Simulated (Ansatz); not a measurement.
# RuSe (zincblende): other levels of theory at one geometry

The task here is to estimate one member of a computed series from the others.

Program: Ansatz 0.2.0. Level of theory: DFT at several levels, plane waves, PAW. These are calculated values, not measurements.

2 further runs of the same task are left out: 1 for a known fault of the program, 1 set aside as unsound or not needed. Runs told in other sessions of the task aren't counted.

### Starting point

The structure is cubic, space group F-43m (No. 216). Conventional cell: a = 5.504 Å, b = 5.504 Å, c = 5.504 Å, α = 90.00°, β = 90.00°, γ = 90.00°. Ru (site symmetry -43m) is surrounded by 4 Se at 2.38 Å. Se (site symmetry -43m) has 4 Ru at 2.38 Å in its first shell of neighbours.

Coordinates:

```
Ru Se
1.0
     0.00000    2.75202    2.75202
     2.75202    0.00000    2.75202
     2.75202    2.75202    0.00000
Ru Se
1 1
Cartesian
  0.0000 0.0000 0.0000
  1.3760 1.3760 1.3760
```

An earlier run at PBE left this cell at 20.843 Å³/atom and -0.01 GPa (10×10×10 mesh), a metal on this mesh.

Levels to run: PBE+SOC; r²SCAN; PBEsol; LDA; HSE06. Hardware: 2 threads of Arm Neoverse V1, shared host.

Set-up of the first run:

File input.yaml:

```yaml
crystal:
  lattice:
    - [0.0, 2.7520188154, 2.7520188154]
    - [2.7520188154, 0.0, 2.7520188154]
    - [2.7520188154, 2.7520188154, 0.0]
  atoms:
    - { symbol: Ru, position: [0.0, 0.0, 0.0] }
    - { symbol: Se, position: [0.25, 0.25, 0.25] }
basis:
  ecutwfc: 420
  ecutrho_ratio: 4
kpoints:
  mp_grid: { grid: [10, 10, 10] }
hamiltonian:
  xc: pbe
scf:
  occupations: { method: gaussian, width: 0.05 }
output:
  forces: true
  stress: true
  eigenvalues: true
  populations: true
  dos: { projected: true, de: 0.02 }
  write_density: true
  write_potential: true
  elf: true
  volumetric_format: npy
magnetization:
  noncollinear: true
  spin_orbit: true
```

Run with:

```console
$ ansatz run input.yaml --threads 2 --pin off --max-ram 2662MiB --backend cpu --events-out ev --progress --plain --runs-dir out
```

Among the steps run: PBE+SOC; r²SCAN; PBEsol; LDA; HSE06.

One of the session's tables, all rows but one given; the rest of the session is left out.

```
  level  pressure (GPa)
    PBE             0.0
    LDA            -7.6
 PBEsol               ?
PBE+SOC             0.2
 r²SCAN            -2.6
  HSE06            -4.6
```

Q: Estimate the row for PBEsol from the others.

**Answer.** pressure (GPa): -5.0. In the column «pressure (GPa)» it lies between LDA (-7.6) and HSE06 (-4.6).

The pressure runs from -7.6 GPa (LDA) to 0.2 GPa (PBE+SOC); a negative pressure means that level wants a smaller cell, a positive one a larger cell. Total energies of different levels have different zeros and can't be compared.

Caveats from the session: Warnings in the runs' records: stress scf threshold loose, filled band counts differ across k points, stress exchange threshold loose.
